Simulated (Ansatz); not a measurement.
**Si₂H₆Se: one species, many methods**

One table from this session's results is given with a row withheld; the runs are named, their logs left out.

The runs use Ansatz 0.2.0, Gaussian basis; functionals in def2-TZVPP, the program's frozen cores in correlated methods.

The runs, in order: LDA (SPW92), PBE-D4, revPBE-D4, BLYP-D4, r2SCAN-D4, B97M-V, PBE0-D4, B3LYP-D4, r2SCANh-D4, r2SCAN0-D4, HSE06-D4, BHLYP-D4, CAM-B3LYP-D4, LC-ωPBE, ωB97X-V, ωB97M-V, B2PLYP, PBE-QIDH; CCSD(T)/def2-SVP; CCSD(T)/def2-TZVPP; MP2/def2-QZVPP; extrapolation to the limit; RPA on PBE.

## The geometry

An earlier PBE0-D4 in a triple-zeta def2 set relaxation fixed the geometry.

SMILES `[SiH3][SiH2][SeH]`, 9 atoms, charge 0, spin multiplicity 1.

Atoms are counted from 1 here; the program's logs count them from 0.

Bond lengths: Si1–Si2 2.336 Å, Si1–H4 1.489 Å, Si1–H5 1.486 Å, Si1–H6 1.488 Å, Si2–Se3 2.288 Å, Si2–H7 1.488 Å, Si2–H8 1.486 Å, Se3–H9 1.469 Å. Angles: Si2–Si1–H4 111.4°, Si2–Si1–H5 109.6°, Si2–Si1–H6 108.8°, H4–Si1–H5 109.3°, H4–Si1–H6 108.7°, H5–Si1–H6 109.0°, Si1–Si2–Se3 109.8°, Si1–Si2–H7 111.3°, Si1–Si2–H8 111.6°, Se3–Si2–H7 111.3°, Se3–Si2–H8 104.1°, H7–Si2–H8 108.5°, Si2–Se3–H9 93.2°.

Set-up of the first run:

Input file in.yaml:

```yaml
crystal:
  periodic: [false, false, false]
  atoms:
    - {symbol: Si, position_ang: [-0.961882, 0.736150, -0.667053]}
    - {symbol: Si, position_ang: [0.642892, -0.868151, -0.111462]}
    - {symbol: Se, position_ang: [1.940163, -0.103624, 1.610748]}
    - {symbol: H, position_ang: [-1.869073, 0.246662, -1.740982]}
    - {symbol: H, position_ang: [-0.286298, 1.978697, -1.122405]}
    - {symbol: H, position_ang: [-1.773392, 1.040424, 0.542613]}
    - {symbol: H, position_ang: [0.008982, -2.171401, 0.226086]}
    - {symbol: H, position_ang: [1.606994, -1.084814, -1.221450]}
    - {symbol: H, position_ang: [0.780313, 0.179857, 2.466805]}
basis:
  gaussian: {orbitals: def2-TZVPP}
hamiltonian: {xc: lda}
output: {orbitals: {seedname: orbitals}}
```

On the command line:

```sh
> ansatz run in.yaml --threads 2 --pin off --events-out ev --progress --plain --max-ram 4352MiB
```

Steps of the session up to this table: LDA; PBE-D4 (GGA); revPBE-D4 (GGA); BLYP-D4 (GGA); r2SCAN-D4 (meta-GGA); B97M-V (meta-GGA); PBE0-D4 (hybrid); B3LYP-D4 (hybrid); r2SCANh-D4 (hybrid); r2SCAN0-D4 (hybrid); HSE06-D4 (hybrid); BHLYP-D4 (hybrid); CAM-B3LYP-D4 (range-separated); LC-ωPBE (range-separated); ωB97X-V (range-separated); ωB97M-V (range-separated); B2PLYP (double hybrid); PBE-QIDH (double hybrid).

One of the session's tables, all rows but one given; the rest of the session is left out.

It belongs to the step «Orbital energies across the functionals». 

| functional | HOMO (eV) | gap (eV) |
| --- | --- | --- |
| LDA (SPW92) | -6.00 | 4.43 |
| PBE-D4 | -5.88 | 4.51 |
| revPBE-D4 | -5.84 | 4.55 |
| BLYP-D4 | -5.71 | 4.51 |
| r2SCAN-D4 | -6.15 | 5.03 |
| B97M-V | -6.27 | 5.04 |
| PBE0-D4 | -6.99 | 6.45 |
| B3LYP-D4 | -6.76 | 6.05 |
| r2SCANh-D4 | -6.55 | 5.72 |
| r2SCAN0-D4 | -7.17 | 6.76 |
| HSE06-D4 | -6.60 | 5.68 |
| BHLYP-D4 | ? | ? |
| CAM-B3LYP-D4 | -8.24 | 8.74 |
| LC-ωPBE | -9.58 | 11.15 |
| ωB97X-V | -9.24 | 10.72 |
| ωB97M-V | -9.10 | 10.32 |

**Question.** Estimate the row for BHLYP-D4.

Worked estimate for «HOMO (eV)». Against the share of exact exchange, BLYP-D4 (0, -5.71), B3LYP-D4 (0.2, -6.76) give a slope of -5.25 per unit share; at 0.5 the line stands at -8.33.

**Answer.** HOMO (eV): -7.95; gap (eV): 8.34. In «HOMO (eV)» the line misses by -0.38.
